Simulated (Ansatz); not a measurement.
# C₂H₅BF₂Si: a ladder of functionals and wavefunction methods

The task here is to estimate one member of a computed series from the others.

The runs use Ansatz 0.2.0, Gaussian basis; functionals in def2-TZVPP, the program's frozen cores in correlated methods.

The runs, in order: PBE-D4, r2SCAN-D4, PBE0-D4, B3LYP-D4, ωB97X-V, ωB97M-V, B2PLYP; CCSD(T)/def2-TZVPP; MP2/def2-QZVPP; extrapolation to the limit.

### The geometry

An earlier PBE0-D4 in a triple-zeta def2 set relaxation fixed the geometry.

SMILES `F[C@@H]1BC[Si@H]1F`, 11 atoms, charge 0, spin multiplicity 1.

Atoms are counted from 1 here; the program's logs count them from 0.

Bond lengths: F1–C2 1.366 Å, C2–B3 1.550 Å, C2–Si5 1.908 Å, C2–H7 1.108 Å, B3–C4 1.581 Å, B3–H8 1.193 Å, C4–Si5 1.869 Å, C4–H9 1.086 Å, C4–H10 1.096 Å, Si5–F6 1.598 Å, Si5–H11 1.478 Å. Angles: F1–C2–B3 124.7°, F1–C2–Si5 129.1°, F1–C2–H7 110.0°, B3–C2–Si5 82.0°, B3–C2–H7 108.6°, Si5–C2–H7 97.3°, C2–B3–C4 102.2°, C2–B3–H8 127.3°, C4–B3–H8 127.4°, B3–C4–Si5 82.5°, B3–C4–H9 119.1°, B3–C4–H10 113.2°, Si5–C4–H9 123.4°, Si5–C4–H10 106.9°, H9–C4–H10 109.3°, C2–Si5–C4 80.3°, C2–Si5–F6 115.3°, C2–Si5–H11 117.7° and more.

The first run:

Input file in.yaml:

```yaml
crystal:
  periodic: [false, false, false]
  atoms:
    - {symbol: F, position_ang: [-0.942682, -2.358305, 0.132372]}
    - {symbol: C, position_ang: [-0.209419, -1.231742, -0.113031]}
    - {symbol: B, position_ang: [0.576631, -0.439351, 0.962226]}
    - {symbol: C, position_ang: [0.807726, 0.952348, 0.248002]}
    - {symbol: Si, position_ang: [-0.809495, 0.517809, -0.581964]}
    - {symbol: F, position_ang: [-0.927264, 0.800492, -2.150306]}
    - {symbol: H, position_ang: [0.452588, -1.392851, -0.986190]}
    - {symbol: H, position_ang: [0.638561, -0.672484, 2.130670]}
    - {symbol: H, position_ang: [0.947965, 1.841214, 0.855907]}
    - {symbol: H, position_ang: [1.582723, 0.916417, -0.526838]}
    - {symbol: H, position_ang: [-2.051933, 1.009452, 0.049654]}
basis:
  gaussian: {orbitals: def2-TZVPP}
hamiltonian: {xc: pbe, dispersion: d4}
output: {forces: true, orbitals: {seedname: orbitals}}
```

Launch:

```console
> ansatz run in.yaml --threads 4 --pin off --events-out ev --progress --plain --max-ram 10444MiB
```

Steps of the session up to this table: PBE-D4 (GGA); r2SCAN-D4 (meta-GGA); PBE0-D4 (hybrid); B3LYP-D4 (hybrid); ωB97X-V (range-separated); ωB97M-V (range-separated); B2PLYP (double hybrid); CCSD(T) in def2-TZVPP; MP2 in def2-QZVPP.

One of the session's tables, all rows but one given; the rest of the session is left out.

| method | atomisation energy (kcal/mol) |
| --- | --- |
| PBE-D4 | 1053.8 |
| r2SCAN-D4 | 1037.3 |
| PBE0-D4 | 1035.1 |
| B3LYP-D4 | 1026.6 |
| ωB97X-V | 1034.0 |
| ωB97M-V | 1034.8 |
| B2PLYP | 1018.2 |
| HF/def2-TZVPP | 766.7 |
| MP2/def2-TZVPP | 1027.0 |
| CCSD/def2-TZVPP | 984.9 |
| CCSD(T)/def2-TZVPP | 1000.3 |
| MP2/CBS | 1053.8 |
| CCSD(T)/CBS | ? |

**Question.** Estimate the row for CCSD(T)/CBS.

As computed: atomisation energy (kcal/mol): 1027.1. In the column «atomisation energy (kcal/mol)» it lies between MP2/def2-TZVPP (1027.0) and ωB97X-V (1034.0).
